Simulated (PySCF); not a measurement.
# [HfH2]2+: other functionals and bases at one geometry

How far do other levels of theory move the description of [HfH2]2+, and what does each cost? The structure is generated, not taken from experiment.

Computed with PySCF 2.14.0. Level: several levels, as the steps say, no spin–orbit coupling.

1 further run of the same task is left out (for a known fault of the program).

## Step 1: The system as given

3 atoms, charge 2, spin multiplicity 1.

Bond lengths: Hf1–H2 1.769 Å, Hf1–H3 1.769 Å. Angles: H2–Hf1–H3 95.6°.

Geometry (Å):

```xyz
3
charge 2, multiplicity 1
Hf    0.00000    0.00000   -0.27772
H     1.31079    0.00000    0.91013
H    -1.31079    0.00000    0.91013
```

Formal oxidation states: Hf +4. An earlier session relaxed this geometry at PBE0, Hf def2-SVP with ECP60, H def2-SVP (singlet, point group C2v).

At PBE0 on the finer grid: E = -48.261672 Eh, HOMO -21.97 eV, LUMO -16.82 eV, Mulliken charge on Hf1 +1.93 e, largest force component 0.006 eV/Å. 

Levels to run: wB97X; r2SCAN; PBE0, TZVP. Hardware: 2 threads of Arm Neoverse V2, shared host.

## Step 2: wB97X

Contents of run.py (the lines that set the calculation):

```python
mol = gto.M(atom='''
Hf     0.00000     0.00000    -0.27772
H      1.31079     0.00000     0.91013
H     -1.31079     0.00000     0.91013''',
    basis={'Hf': 'def2-SVP', 'H': 'def2-SVP'},
    ecp={'Hf': 'def2-SVP'},
    charge=2, spin=0)
mf = dft.RKS(mol, xc='WB97X')
mf.grids.atom_grid = (75, 302)
mf = mf.density_fit()  # fitting sets: Hf def2-universal-JKFIT, H def2-universal-JKFIT
mf.conv_tol = 1e-08; mf.max_cycle = 55
mf.kernel(dm0)  # dm0: the density of the relaxed state
```

Run with:

```sh
$ OMP_NUM_THREADS=2 python run.py
```

## Step 3: r2SCAN

run.py (the lines that set the calculation): that of step 2 with these lines changed.

```diff
@@ -7,3 +7,3 @@
     charge=2, spin=0)
-mf = dft.RKS(mol, xc='WB97X')
+mf = dft.RKS(mol, xc='R2SCAN')
 mf.grids.atom_grid = (75, 302)
```

## Step 4: PBE0, TZVP

Basis: Hf def2-TZVP with ECP60, H def2-TZVP. 

Contents of run.py (the lines that set the calculation):

```python
mol = gto.M(atom='''
Hf     0.00000     0.00000    -0.27772
H      1.31079     0.00000     0.91013
H     -1.31079     0.00000     0.91013''',
    basis={'Hf': 'def2-TZVP', 'H': 'def2-TZVP'},
    ecp={'Hf': 'def2-TZVP'},
    charge=2, spin=0)
mf = dft.RKS(mol, xc='PBE0')
mf.grids.atom_grid = (75, 302)
mf = mf.density_fit()  # fitting sets: Hf def2-universal-JKFIT, H def2-universal-JKFIT
mf.conv_tol = 1e-08; mf.max_cycle = 55
mf.kernel(dm0)  # dm0: free metal ions and neutral atoms
```

Before running it: what results should come out? Wanted: for each run, HOMO; gap; charge on Hf1; dipole; largest force.

**Answer**, as computed:

| level | state | HOMO (eV) | gap (eV) | charge on Hf1 (e) | dipole (D) | largest force (eV/Å) | basis functions | time |
| --- | --- | --- | --- | --- | --- | --- | --- | --- |
| PBE0 (relaxed here) | singlet | -21.97 | 5.16 | 1.93 | 1.92 | 0.01 | 42 | 1 s |
| wB97X | singlet | -24.29 | 10.22 | 1.99 | 2.25 | 0.20 | 42 | 0.6 s |
| r2SCAN | singlet | -20.97 | 3.75 | 1.96 | 1.92 | 0.05 | 42 | 0.7 s |
| PBE0, TZVP | singlet | -21.97 | 5.20 | 1.68 | 2.12 | 0.13 | 52 | 1.3 s |

Times are on 2 threads of Arm Neoverse V2, shared host; the first row also made further properties. The dipole of a charged species depends on the origin, so these sizes hold for this origin alone.

In one basis the HOMO–LUMO gap runs from 3.75 eV (r2SCAN) to 10.22 eV (wB97X). The largest leftover force, 0.20 eV/Å with wB97X, stands at a geometry relaxed at another level. The Mulliken charge on Hf spans +1.68 to +1.99 e over the levels. Total energies of different levels can't be compared. Spin–orbit coupling is left out throughout.
